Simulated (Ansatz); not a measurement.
# UPBE-QIDH/cc-pVDZ run of GeCNClF (SMILES N#[C][Ge]([F])[Cl])

What is the vertical doublet–quartet gap of GeCNClF at UPBE-QIDH/cc-pVDZ? 

The results are computed with Ansatz 0.2.0.

130 further runs of the same task are left out: 130 set aside as unsound or not needed.

### 1 The structure to begin with

The species is GeCNClF (5 atoms), meant as a doublet with charge 0. SMILES: `N#[C][Ge]([F])[Cl]`. The coordinates come from a PBE0-D4/def2-TZVP relaxation.

Bond lengths: N1–C2 1.153 Å, C2–Ge3 1.929 Å, Ge3–F4 1.725 Å, Ge3–Cl5 2.128 Å. Angles: N1–C2–Ge3 173.2°, C2–Ge3–F4 104.9°, C2–Ge3–Cl5 108.6°, F4–Ge3–Cl5 108.1°.

### 2 The energy at UPBE-QIDH/cc-pVDZ

File molecule.yaml:

```yaml
crystal:
  periodic: [false, false, false]
  atoms:
    - {symbol: "N", position_ang: [1.169800, -1.332900, 1.557000]}
    - {symbol: C, position_ang: [0.647700, -0.755000, 0.707300]}
    - {symbol: Ge, position_ang: [-0.063200, 0.127200, -0.853400]}
    - {symbol: F, position_ang: [-1.722100, -0.343000, -0.913400]}
    - {symbol: Cl, position_ang: [0.017500, 2.230100, -0.539000]}
basis:
  gaussian:
    orbitals: cc-pVDZ
magnetization:
  spin_polarized: true
  initial_magnetization: 1
hamiltonian:
  xc: {name: PBE-QIDH}
correlation:
  frozen_orbitals: {C: 1, Cl: 5, F: 1, Ge: 9, "N": 1}
accuracy: high
output: {orbitals: {seedname: orbitals}}
```

Started as:

```bash
ansatz run molecule.yaml --threads 1 --pin off --max-ram 3480MiB --events-out events.jsonl --progress --plain --runs-dir runs
```

Output:

```text
Warning: RAYON_NUM_THREADS=1 ignored (pool sized by the plan → 1); use --threads N
Functional definition: PBE-QIDH
  name "PBE-QIDH"
  parameter a = 3^(-1/3)
  parameter c = 1/3
  exchange = (1 - a)*pbe_x + a*exact_x
  correlation = (1 - c)*pbe_c + c*(mp2_os + mp2_ss)
1863 factors; integrals over basis functions are off by at most 4.4e-9 eV
mean field evaluation 1: about -74241.5021 eV, gradient 2.9e1 eV
mean field evaluation 2: about -74241.6225 eV, gradient 2.9e1 eV
mean field evaluation 4: about -74245.5893 eV, gradient 4.1e0 eV
mean field evaluation 8: about -74245.7060 eV, gradient 5.6e-1 eV
mean field evaluation 16: about -74245.7095 eV, gradient 5.2e-3 eV
mean field evaluation 32: about -74245.7095 eV, gradient 6.4e-6 eV
mean field -74245.70946678 eV, -2728.4794973548 hartree, gradient 7.8e-8 eV, S^2 0.755069; 0 other end points of the search recorded, 0 dependent functions left out
17 core orbitals not correlated: weight in the atoms' cores, before any rotation towards them, 1.000 or more for the frozen orbitals, at most 0.000 for the correlated occupied ones
reference -74245.70946762 eV, -2728.4794973857 hartree; 19, 18 occupied and 51, 52 virtual orbitals, 1863 factors
second order -21.29506235 eV of doubles, -0.00000000 eV of singles
Total energy: -74252.80782174 eV, -2728.7403570881 hartree
```

Run time: 14 s. Hardware: 1 thread of Intel Xeon 6975P-C (Granite Rapids), shared host; peak memory 0.51 GiB.

### 3 The quartet, same level

File job.yaml:

```yaml
crystal:
  periodic: [false, false, false]
  atoms:
    - symbol: N
      position_ang: [1.169800, -1.332900, 1.557000]
    - symbol: C
      position_ang: [0.647700, -0.755000, 0.707300]
    - symbol: Ge
      position_ang: [-0.063200, 0.127200, -0.853400]
    - symbol: F
      position_ang: [-1.722100, -0.343000, -0.913400]
    - symbol: Cl
      position_ang: [0.017500, 2.230100, -0.539000]
basis:
  gaussian:
    orbitals: cc-pVDZ
output: {orbitals: {seedname: orbitals}}
correlation:
  frozen_orbitals: {C: 1, Cl: 5, F: 1, Ge: 9, "N": 1}
magnetization:
  spin_polarized: true
  initial_magnetization: 3
hamiltonian:
  xc: {name: PBE-QIDH}
accuracy: high
```

Started as:

```bash
ansatz run job.yaml --threads 1 --pin off --max-ram 3480MiB --events-out events.jsonl --progress --plain --runs-dir runs
```

Output, shortened:

```text
Warning: RAYON_NUM_THREADS=1 ignored (pool sized by the plan → 1); use --threads N
Functional definition: PBE-QIDH
  name "PBE-QIDH"
[...]
1863 factors; integrals over basis functions are off by at most 4.4e-9 eV
[...]
mean field -74240.25852307 eV, -2728.2791788683 hartree, gradient 5.3e-8 eV, S^2 3.764232; 6 other end points of the search recorded, 0 dependent functions left out
17 core orbitals not correlated: weight in the atoms' cores, before any rotation towards them, 1.000 or more for the frozen orbitals, at most 0.000 for the correlated occupied ones
reference -74240.25852396 eV, -2728.2791789010 hartree; 20, 17 occupied and 50, 53 virtual orbitals, 1863 factors
second order -19.03489784 eV of doubles, -0.00000000 eV of singles
Total energy: -74246.60348991 eV, -2728.5123520988 hartree
```

Run time: 33 s. Hardware: 1 thread of Intel Xeon 6975P-C (Granite Rapids), shared host; peak memory 0.75 GiB.

### 4 Results

Level: UPBE-QIDH/cc-pVDZ, 17 core orbitals frozen.

```
                                                         quantity           value
                                            doublet: total energy  -2728.74036 Eh
doublet: HOMO energy (SCF part's orbitals) (highest over α and β)       -10.31 eV
 doublet: LUMO energy (SCF part's orbitals) (lowest over α and β)        -2.83 eV
                                                    doublet: ⟨S²⟩           0.755
                                            quartet: total energy  -2728.51235 Eh
quartet: HOMO energy (SCF part's orbitals) (highest over α and β)        -6.89 eV
 quartet: LUMO energy (SCF part's orbitals) (lowest over α and β)        -3.71 eV
                                                    quartet: ⟨S²⟩           3.764
                 vertical energy of the quartet above the doublet        6.204 eV
```

What this shows: At this shape the quartet lies 6.20 eV (143 kcal/mol) above the doublet.
